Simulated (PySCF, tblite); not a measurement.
**C₆H₈GeN₂: geometry, infrared bands and NMR shifts**

Wanted: the infrared bands and NMR shifts of C₆H₈GeN₂ (`C=N[CH2][GeH2][C]#CCC#N`), by calculation.

The runs use tblite 0.8.0 and PySCF 2.14.0, with density-fitted response routines of our own; the level of theory stands in each step. All values are computed, except where a source is named. Atoms are numbered from 0 throughout.

### 1 The starting structure

17 atoms, charge 0, multiplicity 1; geometry from: force field or distance geometry start.

Bonds of the start (Å): C0–N1 1.28, N1–C2 1.43, C2–Ge3 1.94, Ge3–C4 1.90, C4–C5 1.20, C5–C6 1.47, C6–C7 1.47, C7–N8 1.15, C0–H9 1.09, C0–H10 1.09, C2–H11 1.11, C2–H12 1.12, Ge3–H13 1.55, Ge3–H14 1.54, C6–H15 1.11, C6–H16 1.11.

### 2 Relaxing the molecule with GFN2-xTB

The job: settings as JSON, then the geometry in Å.

```
{"job": {"kind": "relax", "xc": "GFN2-xTB", "basis": "xTB"}, "charge": 0, "multiplicity": 1}
C     -3.070000     0.013500     1.079200
N     -2.145400    -0.158900     0.210500
C     -1.904300     0.757600    -0.860200
Ge    -0.408200     0.152500    -1.936100
C      1.134200     0.054300    -0.826600
C      2.109800    -0.001000    -0.136400
C      3.304400    -0.065500     0.713400
C      2.909500    -0.032100     2.129300
N      2.592400    -0.015000     3.239300
H     -3.221700    -0.702400     1.885400
H     -3.741400     0.876100     1.018400
H     -1.683800     1.767300    -0.459800
H     -2.818700     0.818100    -1.502400
H     -0.715100    -1.262800    -2.500200
H     -0.162200     1.145100    -3.090500
H      3.849700    -1.009300     0.522600
H      3.964000     0.800500     0.504200
```

Launch:

```sh
$ OMP_NUM_THREADS=1 python probes_run.py task.json out
```

One launch serves the whole session: the jobs run in the order shown.

**Question.** This job is followed by: GFN2-xTB harmonic vibrations, gas phase; GIAO PBE0/pcSseg-1 NMR shielding, non-relativistic, gas phase. What will the session give for the following? strongest single infrared mode (GFN2-xTB); zero-point energy (GFN2-xTB); 13C shifts against TMS (PBE0/pcSseg-1); 1H shifts against TMS (PBE0/pcSseg-1, means over atoms taken as alike); 15N shifts against NH3 (PBE0/pcSseg-1); 73Ge shifts against GeMe4 (PBE0/pcSseg-1).

As calculated:

| quantity | value |
| --- | --- |
| strongest single infrared mode (GFN2-xTB) | 2044 cm⁻¹, 413 km/mol |
| zero-point energy (GFN2-xTB) | 72.8 kcal/mol |
| 13C shifts against TMS (PBE0/pcSseg-1) | 157.2, 119.6, 104.5, 89.5, 56.6, 10.2 ppm |
| 1H shifts against TMS (PBE0/pcSseg-1, means over atoms taken as alike) | 7.78, 7.26, 4.37, 3.96, 3.23 ppm |
| 15N shifts against NH3 (PBE0/pcSseg-1) | 393.9, 300.3 ppm |
| 73Ge shifts against GeMe4 (PBE0/pcSseg-1) | -192 ppm |

In words: Over 163 steps the energy fell by 0.368 eV; of the close pairs, Ge3–H13 changed most, 1.554 to 1.496 Å. No mode is imaginary among the 45: a minimum at this level. The strongest single mode, at 2044 cm⁻¹, moves mainly H13. GFN2-xTB is a fitted tight-binding method: band positions and strengths are rough. Its intensities can rank the bands wrongly. At PBE0/pcSseg-1: The largest span, 779 ppm, is at N1, where the paramagnetic term is -456 ppm. Spin-orbit coupling is left out, which matters for shieldings and couplings at and beside the heavy atoms.
